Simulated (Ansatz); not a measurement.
# Cl2H2OSi: a reaction path by the nudged elastic band

Aim: the minimum-energy path between two given structures and its highest point. Both ends were relaxed at PBE0-D4 in triple zeta. A second band with other settings follows.

Computed with Ansatz 0.2.0, Gaussian basis. Level: PBE0-D4/def2-SVP.

16 further runs of the same task are left out: 16 set aside as unsound or not needed.

**1. The starting structure**

The first end: 6 atoms, charge 0, spin multiplicity 1.

Atoms are counted from 1 here; the program's logs count them from 0.

Bond lengths: Si1–O2 1.661 Å, Si1–Cl5 2.072 Å, O2–H6 0.963 Å, H3–Cl4 1.292 Å. Angles: O2–Si1–Cl5 98.0°, Si1–O2–H6 115.6°.

Geometry (Å):

| atom | x (Å) | y (Å) | z (Å) |
| --- | --- | --- | --- |
| Si1 | 1.5959 | -0.9192 | 0.5051 |
| O2 | 0.2988 | -0.5960 | -0.4809 |
| H3 | -1.1511 | 0.6914 | -0.3306 |
| Cl4 | -2.1738 | 1.4789 | -0.3965 |
| Cl5 | 1.1879 | 0.4735 | 1.9838 |
| H6 | 0.2424 | -1.1287 | -1.2810 |

The second end:

| atom | x (Å) | y (Å) | z (Å) |
| --- | --- | --- | --- |
| Si1 | 1.1211 | 0.6851 | 0.1177 |
| O2 | 0.0336 | -0.9413 | -0.6236 |
| H3 | -0.3396 | -1.3601 | 0.1672 |
| Cl4 | -0.4459 | 1.9491 | -0.6180 |
| Cl5 | 0.3398 | 0.2045 | 2.0550 |
| H6 | -0.7090 | -0.5372 | -1.0983 |

**2. The band at PBE0-D4/def2-SVP**

The input, neb/in.yaml:

```yaml
crystal:
  periodic: [false, false, false]
  atoms:
    - {symbol: Si, position_ang: [1.595933, -0.919163, 0.505055]}
    - {symbol: O, position_ang: [0.298802, -0.595972, -0.480864]}
    - {symbol: H, position_ang: [-1.151127, 0.691441, -0.330641]}
    - {symbol: Cl, position_ang: [-2.173849, 1.478941, -0.396469]}
    - {symbol: Cl, position_ang: [1.187863, 0.473485, 1.983826]}
    - {symbol: H, position_ang: [0.242377, -1.128733, -1.281006]}
basis:
  gaussian: {orbitals: def2-SVP}
hamiltonian: {xc: pbe0, dispersion: d4}
neb:
  images: 5
  climbing: true
  max_iterations: 40
  initial_path: idpp
  final_atoms:
    - {symbol: Si, position_ang: [1.121056, 0.685094, 0.117671]}
    - {symbol: O, position_ang: [0.033589, -0.941260, -0.623588]}
    - {symbol: H, position_ang: [-0.339619, -1.360131, 0.167163]}
    - {symbol: Cl, position_ang: [-0.445885, 1.949068, -0.618002]}
    - {symbol: Cl, position_ang: [0.339826, 0.204472, 2.054963]}
    - {symbol: H, position_ang: [-0.708968, -0.537242, -1.098308]}
```

Command:

```
> ansatz run in.yaml --threads 2 --pin off --events-out ev --progress --plain --max-ram 4352MiB
```

**3. The band at Hartree-Fock/def2-SVP, other settings**

neb/in.yaml, as its differences from that of step 2:

```diff
@@ -11,8 +11,8 @@
   gaussian: {orbitals: def2-SVP}
-hamiltonian: {xc: pbe0, dispersion: d4}
+hamiltonian: {xc: hf}
 neb:
-  images: 5
+  images: 7
   climbing: true
-  max_iterations: 40
-  initial_path: idpp
+  max_iterations: 25
+  initial_path: linear
   final_atoms:
```

What does the calculation give? Wanted: from earlier runs: barrier over the separately found saddle, CCSD(T)/def2-TZVPP.

The runs gave:

| quantity | value |
| --- | --- |
| PBE0-D4/def2-SVP, 20 iterations | highest 0.266 eV (image 2), last end -0.547 eV |
| Hartree-Fock/def2-SVP, 18 iterations | highest 0.950 eV (image 4), last end -0.254 eV |
| from earlier runs: barrier over the separately found saddle, CCSD(T)/def2-TZVPP | 0.660 eV |

The highest image lies 0.266 eV above the first end, and it climbed, so it estimates the saddle. The ends are not quite minima at this level (largest force component 0.50 eV/Å), so the heights are unreliable: relaxing the first end would lower it and raise the barrier above it. The highest image is 0.394 eV below the CCSD(T) barrier in triple zeta, which comes from separate runs on the saddle. The second band's highest image lies at 0.950 eV; the levels differ.
